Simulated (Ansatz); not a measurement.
# ZrB3Se2: further runs on a relaxed guess

This session takes a relaxed cell of ZrB3Se2 and sets out to see whether it has a gap, which orbitals make up the states near it and how charge is shared.

Computed with Ansatz 0.2.0 (DFT PBE, scalar-relativistic, plane waves, PAW, unless a step's input says otherwise).

### Step 1. Starting point

Symmetry: R-3m, No. 166, trigonal system. Conventional cell: a = 6.560 Å, b = 6.560 Å, c = 8.468 Å, α = 90.00°, β = 90.00°, γ = 120.00°. Zr (site symmetry -3m) has 2 Se at 2.69 Å as nearest neighbours. B (site symmetry 2/m) has 2 Se at 1.90 Å as nearest neighbours. Se (site symmetry 3m) is surrounded by 3 B at 1.90 Å and 1 Zr at 2.69 Å.

As a file:

```xyz
6
Lattice="3.2798 1.8936 2.8227 -3.2798 1.8936 2.8227 0.0000 -3.7872 2.8227" Properties=species:S:1:pos:R:3 pbc="T T T"
Zr    0.0000    0.0000    0.0000
B     0.0000    1.8936    2.8227
B     1.6399   -0.9468    2.8227
B    -1.6399   -0.9468    2.8227
Se    0.0000    0.0000    5.7784
Se    0.0000    0.0000    2.6898
```

It is the end of an earlier relaxation with the same method, from a generated guess; it is a trial structure. At a tolerance of 0.05 Å it has space group R-3m (No. 166); it has 17.53 Å³/atom, an uncorrected energy of +1.51 eV/atom over the elements.

### Step 2. Electronic structure at the relaxed geometry

input.yaml

```yaml
crystal:
  lattice:
    - [3.2797867413, 1.8935857579, 2.8227377207]
    - [-3.2797867413, 1.8935857579, 2.8227377207]
    - [0.0, -3.7871715159, 2.8227377207]
  atoms:
    - { symbol: Zr, position: [0.0, 0.0, 0.0] }
    - { symbol: B, position: [0.5, 0.5, 0.0] }
    - { symbol: B, position: [0.5, 0.0, 0.5] }
    - { symbol: B, position: [0.0, 0.5, 0.5] }
    - { symbol: Se, position: [0.6823658603, 0.6823658603, 0.6823658603] }
    - { symbol: Se, position: [0.3176341397, 0.3176341397, 0.3176341397] }
basis:
  ecutwfc: 420
kpoints:
  mp_grid: { grid: [12, 12, 12] }
  band_path:
    path:
      - [[0.0, 0.0, 0.0], [0.5, 0.5, 0.5], [0.53332201, 0.46667799, 0.5]]
      - [[0.5, -0.46667799, 0.46667799], [0.5, 0.0, 0.0], [0.0, 0.0, 0.0], [0.48333899, -0.48333899, 0.0]]
      - [[0.51666101, 0.0, 0.48333899], [0.5, 0.0, 0.5], [0.0, 0.0, 0.0]]
    npoints: 14
hamiltonian:
  xc: pbe
scf:
  occupations: { method: gaussian, width: 0.1 }
  n_extra_bands: 15
output:
  forces: true
  stress: true
  eigenvalues: true
  populations: true
  dos: { projected: true, de: 0.02, nscf_kmesh: { grid: [15, 15, 15] } }
  bader: true
```

Started as:

```
> ansatz run input.yaml --threads 1 --pin off --max-ram 2048MiB --backend cpu --events-out ev --progress --plain --runs-dir out
```

Before running it: what results should come out? Wanted: gap; states at the Fermi level; Bader charges.

As calculated:

| quantity | value |
| --- | --- |
| gap | none (metal) |
| states at the Fermi level | 4.79 per eV per cell |
| Bader charges | Zr +1.44, B +0.22, Se -1.05 e |

It comes out metallic. Of the projected weight within 0.25 eV of the Fermi level, the largest part is Zr 4d (44 %) and B 2p (38 %). Charge transfer between the atoms is strong (Bader charges up to 1.4 e). The final runs have no spin polarisation, so no magnetic state was tried and one may lie lower.
